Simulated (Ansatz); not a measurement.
**CoW3: rattled cells**

Aim: for CoW3, compute energies and forces of randomly disturbed cells.

Method: DFT PBEsol, scalar-relativistic, plane waves, PAW, in Ansatz 0.2.0.

2 further runs of the same task are left out: 2 set aside as unsound or not needed. Runs told in other sessions of the task aren't counted.

## (1) The system as given

It takes space group Pm-3m (No. 221, cubic). The conventional cell has a = 3.858 Å, b = 3.858 Å, c = 3.858 Å, α = 90.00°, β = 90.00°, γ = 90.00°. Co (site symmetry m-3m) has 12 W at 2.73 Å in its first shell of neighbours. W (site symmetry 4/mmm) has 4 Co at 2.73 Å and 8 W at 2.73 Å in its first shell of neighbours.

As a file:

```cif
data_structure
_symmetry_space_group_name_H-M 'Pm-3m'
_symmetry_Int_Tables_number 221
_cell_length_a 3.8582
_cell_length_b 3.8582
_cell_length_c 3.8582
_cell_angle_alpha 90.000
_cell_angle_beta 90.000
_cell_angle_gamma 90.000
_cell_volume 57.43
loop_
_atom_site_label
_atom_site_type_symbol
_atom_site_symmetry_multiplicity
_atom_site_Wyckoff_symbol
_atom_site_fract_x
_atom_site_fract_y
_atom_site_fract_z
_atom_site_occupancy
Co1 Co 1 a 0.00000 0.00000 0.00000 1
W1 W 3 c 0.00000 0.50000 0.50000 1
```

It goes back to an entry of the Materials Project, which need not be the stable form.

It is the result of an earlier relaxation at this level (volume 14.36 Å³/atom; gap on the mesh: none (metal)).

## (2) The reference cell

The reference gives a free energy of -35861.7145 eV, pressure 0.03 GPa, largest force 0.000 eV/Å and gap on the mesh none (metal). It was computed beforehand with the settings of the runs below.

## (3) Setting up rattled cells

All atoms are moved at random with no net shift, in some cells together with a random strain.

## (4) At rms move = 0.090 Å

The input, input.yaml:

```yaml
crystal:
  lattice:
    - [3.6755364415, 0.0572003029, -0.1964752615]
    - [0.0572003029, 3.7973439707, 0.0246569836]
    - [-0.1964752615, 0.0246569836, 3.805682185]
  atoms:
    - { symbol: Co, position: [0.0156963486, 0.0002864803, 0.0045046597] }
    - { symbol: W, position: [-0.0189191696, 0.5010209825, 0.4953509903] }
    - { symbol: W, position: [0.4907228834, -0.0129343029, 0.5221191793] }
    - { symbol: W, position: [0.5124999376, 0.5116268401, -0.0219748293] }
basis:
  ecutwfc: 420
kpoints:
  mp_grid: { grid: [12, 12, 12] }
hamiltonian:
  xc: pbesol
scf:
  occupations: { method: gaussian, width: 0.15 }
output:
  forces: true
  stress: true
  eigenvalues: true
```

The run is started by

```sh
> ansatz run input.yaml --threads 2 --pin off --max-ram 5120MiB --backend cpu --events-out ev --progress --plain --runs-dir out
```

## (5) At rms move = 0.035 Å

The input, input.yaml:

```yaml
crystal:
  lattice:
    - [3.8582449768, 0.0, 0.0]
    - [0.0, 3.8582449768, 0.0]
    - [0.0, 0.0, 3.8582449768]
  atoms:
    - { symbol: Co, position: [-0.0088141757, -0.006522584, -0.005938152] }
    - { symbol: W, position: [0.0048949038, 0.5010574067, 0.5025688775] }
    - { symbol: W, position: [0.5013819588, 0.0006941603, 0.4945903408] }
    - { symbol: W, position: [0.5025373132, 0.5047710169, 0.0087789337] }
basis:
  ecutwfc: 420
kpoints:
  mp_grid: { grid: [12, 12, 12] }
hamiltonian:
  xc: pbesol
scf:
  occupations: { method: gaussian, width: 0.15 }
output:
  forces: true
  stress: true
  eigenvalues: true
```

## (6) rms move = 0.091 Å

The input, input.yaml:

```yaml
crystal:
  lattice:
    - [3.358739911, 0.1580898614, 0.1542215346]
    - [0.1580898614, 3.8486156431, -0.1406637504]
    - [0.1542215346, -0.1406637504, 3.7752451412]
  atoms:
    - { symbol: Co, position: [0.015222333, -0.0098373406, -0.0022277405] }
    - { symbol: W, position: [0.0036575697, 0.5259693761, 0.499819051] }
    - { symbol: W, position: [0.4954540079, 0.0073816528, 0.5144871363] }
    - { symbol: W, position: [0.4856660893, 0.4764863117, -0.0120784468] }
basis:
  ecutwfc: 420
kpoints:
  mp_grid: { grid: [12, 12, 12] }
hamiltonian:
  xc: pbesol
scf:
  occupations: { method: gaussian, width: 0.15 }
output:
  forces: true
  stress: true
  eigenvalues: true
```

## (7) At rms move = 0.196 Å

The input, input.yaml:

```yaml
crystal:
  lattice:
    - [3.7719345144, 0.0056877455, 0.0108026982]
    - [0.0056877455, 3.8315586548, 0.0579951006]
    - [0.0108026982, 0.0579951006, 3.8743434059]
  atoms:
    - { symbol: Co, position: [-0.009670982, 0.004232619, 0.0526482738] }
    - { symbol: W, position: [0.0143328426, 0.5143075758, 0.5093189621] }
    - { symbol: W, position: [0.5344866634, -0.0028173936, 0.4370302851] }
    - { symbol: W, position: [0.460851476, 0.4842771988, 0.001002479] }
basis:
  ecutwfc: 420
kpoints:
  mp_grid: { grid: [12, 12, 12] }
hamiltonian:
  xc: pbesol
scf:
  occupations: { method: gaussian, width: 0.15 }
output:
  forces: true
  stress: true
  eigenvalues: true
```

## (8) Point rms move = 0.442 Å

The input, input.yaml:

```yaml
crystal:
  lattice:
    - [3.8575894239, -0.0461259244, -0.1185093673]
    - [-0.0461259244, 3.8376837671, 0.0059805255]
    - [-0.1185093673, 0.0059805255, 3.912313069]
  atoms:
    - { symbol: Co, position: [0.0362567199, -0.0154950024, 0.0534133188] }
    - { symbol: W, position: [-0.0823864919, 0.5542172818, 0.5076535812] }
    - { symbol: W, position: [0.4397903454, -0.1014426212, 0.5300874355] }
    - { symbol: W, position: [0.6063394266, 0.5627203418, -0.0911543355] }
basis:
  ecutwfc: 420
kpoints:
  mp_grid: { grid: [12, 12, 12] }
hamiltonian:
  xc: pbesol
scf:
  occupations: { method: gaussian, width: 0.15 }
output:
  forces: true
  stress: true
  eigenvalues: true
  write_density: true
  write_potential: true
  elf: true
  volumetric_format: npy
```

(Steps that only read results are left out.)

**Question.** What will these runs give?

As calculated:

| quantity | value |
| --- | --- |
| costliest cell | 2182.2 meV/atom at an rms move of 0.442 Å |

The cost runs from 7.9 to 2182.2 meV/atom. Energy over the square of the rms move lies between 6.5 and 85.6 eV/Å² per atom; a harmonic solid under isotropic random moves would keep it roughly constant, while strain and close contacts change it. The runs treat W without spin-orbit coupling. The final runs have no spin polarisation, so a magnetic state may lie lower. Where forces pass 15 eV/Å atoms stand far too close, the PAW spheres overlap strongly and those numbers are rough.
